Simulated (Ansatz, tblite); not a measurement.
# The cluster Al₁₀As₁₀H₃₀: one state, many levels

The task here is to estimate one member of a computed series from the others.

The runs use Ansatz 0.2.0, Gaussian basis; as each input shows.

The runs, in order: GFN1-xTB, GFN2-xTB, PBE-D4/def2-SVP, r2SCAN-D4/def2-SVP, PBE-QIDH/def2-SVP, revPBE-D4/def2-SVP, PBE0-D4/def2-TZVP, PBE-D4/def2-TZVP, HF/STO-3G, HF/6-31G, B3LYP-D4/6-31G, MP2/def2-SVP, RPA/def2-SVP.

## The geometry

The singlet was relaxed beforehand with r2SCAN-D4/def2-SVP.

50 atoms, charge 0, spin multiplicity 1.

Bond lengths: Al1–As11 2.516 Å, Al1–As12 2.492 Å, Al1–As13 2.468 Å, Al1–H21 1.587 Å, Al2–As11 2.558 Å, Al2–As14 2.511 Å, Al2–H22 1.586 Å, Al2–H23 1.599 Å, Al3–As13 2.467 Å, Al3–As15 2.494 Å, Al3–As16 2.517 Å, Al3–H24 1.587 Å, Al4–As14 2.492 Å, Al4–As15 2.538 Å, Al4–H25 1.587 Å, Al4–H26 1.600 Å, Al5–As12 2.539 Å, Al5–As17 2.492 Å and more. Angles: As11–Al1–As12 96.4°, As11–Al1–As13 107.6°, As11–Al1–H21 112.3°, As12–Al1–As13 106.7°, As12–Al1–H21 116.6°, As13–Al1–H21 115.3°, As11–Al2–As14 101.5°, As11–Al2–H22 109.1°, As11–Al2–H23 101.5°, As14–Al2–H22 114.2°, As14–Al2–H23 105.2°, H22–Al2–H23 122.7°, As13–Al3–As15 106.8°, As13–Al3–As16 107.6°, As13–Al3–H24 115.3°, As15–Al3–As16 96.1°, As15–Al3–H24 116.4°, As16–Al3–H24 112.7° and more.

PBE0-D4/def2-SVP was run before; its log isn't repeated, and its numbers join the tables.

The first run:

Tight binding, by tblite at 300 K electronic temperature and without a spin-polarisation term:

```python
tblite.interface.Calculator('GFN1-xTB', numbers, positions, charge=0, uhf=0).singlepoint()
```

Tight binding, by tblite at 300 K electronic temperature and without a spin-polarisation term:

```python
tblite.interface.Calculator('GFN2-xTB', numbers, positions, charge=0, uhf=0).singlepoint()
```

start.molden holds the orbitals of an earlier run on this state, given as this run's starting guess.

in.yaml reads:

```yaml
crystal:
  periodic: [false, false, false]
  atoms:
    - {symbol: Al, position_ang: [-2.029469, -2.335338, -0.610298]}
    - {symbol: Al, position_ang: [-2.623383, 1.177078, -3.583048]}
    - {symbol: Al, position_ang: [-2.341584, 0.598255, 2.023526]}
    - {symbol: Al, position_ang: [-1.980684, 3.761174, -0.666806]}
    - {symbol: Al, position_ang: [0.688428, -2.007025, -3.762013]}
    - {symbol: Al, position_ang: [0.629896, -2.019677, 2.330540]}
    - {symbol: Al, position_ang: [3.591541, -2.602054, -1.185922]}
    - {symbol: Al, position_ang: [0.700986, 0.709371, -0.709604]}
    - {symbol: Al, position_ang: [1.157963, 3.572466, 2.632341]}
    - {symbol: Al, position_ang: [3.774939, 0.715516, 1.968083]}
    - {symbol: As, position_ang: [-3.164294, -1.053596, -2.453777]}
    - {symbol: As, position_ang: [-0.412860, -3.546226, -2.069228]}
    - {symbol: As, position_ang: [-0.716668, -0.723334, 0.719175]}
    - {symbol: As, position_ang: [-0.818724, 2.073088, -2.084392]}
    - {symbol: As, position_ang: [-3.540011, 2.069395, 0.405153]}
    - {symbol: As, position_ang: [-1.071943, 2.441610, 3.174426]}
    - {symbol: As, position_ang: [2.077785, -0.806645, -2.076405]}
    - {symbol: As, position_ang: [2.474398, -3.151811, 1.048086]}
    - {symbol: As, position_ang: [2.100293, -0.397755, 3.521753]}
    - {symbol: As, position_ang: [2.056396, 2.096877, 0.806904]}
    - {symbol: H, position_ang: [-3.047104, -3.228925, 0.217883]}
    - {symbol: H, position_ang: [-2.154154, 0.904630, -5.073125]}
    - {symbol: H, position_ang: [-3.924677, 2.037103, -3.231314]}
    - {symbol: H, position_ang: [-3.248044, -0.236960, 3.023568]}
    - {symbol: H, position_ang: [-2.757863, 4.858149, -1.509938]}
    - {symbol: H, position_ang: [-1.134256, 4.120520, 0.642901]}
    - {symbol: H, position_ang: [-0.617986, -1.175849, -4.168057]}
    - {symbol: H, position_ang: [1.559985, -2.806578, -4.822568]}
    - {symbol: H, position_ang: [-0.188650, -3.029920, 3.241340]}
    - {symbol: H, position_ang: [3.235758, -3.904872, -2.041540]}
    - {symbol: H, position_ang: [5.084194, -2.133986, -0.925618]}
    - {symbol: H, position_ang: [0.894236, 5.073769, 2.190137]}
    - {symbol: H, position_ang: [2.021397, 3.199105, 3.926576]}
    - {symbol: H, position_ang: [4.179247, -0.579449, 1.119977]}
    - {symbol: H, position_ang: [4.839751, 1.589192, 2.759098]}
    - {symbol: H, position_ang: [-3.359414, -2.091306, -3.533679]}
    - {symbol: H, position_ang: [-4.609149, -0.995834, -2.005458]}
    - {symbol: H, position_ang: [-1.215343, -4.641798, -2.730203]}
    - {symbol: H, position_ang: [0.515681, -4.420339, -1.263829]}
    - {symbol: H, position_ang: [0.105872, 2.877943, -2.969553]}
    - {symbol: H, position_ang: [-4.401550, 1.272707, -0.541360]}
    - {symbol: H, position_ang: [-4.644301, 2.721262, 1.202273]}
    - {symbol: H, position_ang: [-2.109786, 3.522120, 3.363291]}
    - {symbol: H, position_ang: [-1.025595, 1.988585, 4.617967]}
    - {symbol: H, position_ang: [2.958794, 0.116502, -2.887999]}
    - {symbol: H, position_ang: [2.029169, -4.598339, 0.997139]}
    - {symbol: H, position_ang: [3.561443, -3.340693, 2.079690]}
    - {symbol: H, position_ang: [2.769438, -1.198425, 4.614104]}
    - {symbol: H, position_ang: [1.294006, 0.527587, 4.399323]}
    - {symbol: H, position_ang: [2.835896, 3.002735, -0.119512]}
basis:
  gaussian: {orbitals: def2-SVP, fitting: {mean_field: def2-universal-jkfit}, initial_orbitals: start.molden}
hamiltonian: {xc: pbe, dispersion: d4}
scf: {omitted_lower_state_checks: [starts]}
output: {orbitals: {seedname: orbitals}}
```

Command:

```console
$ ansatz run in.yaml --threads 5 --pin off --events-out ev --progress --plain --max-ram 66560MiB --backend cuda --devices 0, --max-vram 37GiB
```

Steps of the session up to this table: PBE-D4/def2-SVP; r2SCAN-D4/def2-SVP; PBE-QIDH/def2-SVP; revPBE-D4/def2-SVP; PBE0-D4/def2-TZVP; PBE-D4/def2-TZVP; HF/STO-3G; HF/6-31G; B3LYP-D4/6-31G; MP2/def2-SVP; RPA/def2-SVP.

One of the session's tables, all rows but one given; the rest of the session is left out.

It belongs to the step «Binding energy». 

```
             level  binding an atom (eV)
         HF/STO-3G                 3.379
          HF/6-31G                 1.638
       HF/def2-SVP                 1.906
   PBE-D4/def2-SVP                 2.727
  PBE-D4/def2-TZVP                 2.714
revPBE-D4/def2-SVP                 2.683
r2SCAN-D4/def2-SVP                     ?
    B3LYP-D4/6-31G                 2.572
  PBE0-D4/def2-SVP                 2.720
 PBE0-D4/def2-TZVP                 2.709
      MP2/def2-SVP                 2.494
```

Estimate the missing values for r2SCAN-D4/def2-SVP.

As computed: binding an atom (eV): 2.751. In the column «binding an atom (eV)» it lies between PBE-D4/def2-SVP (2.727) and HF/STO-3G (3.379).

Limits of these values: Free atoms were run apart at each level; binding is atoms less cluster, divided by the number of atoms, without zero-point or spin-orbit terms.
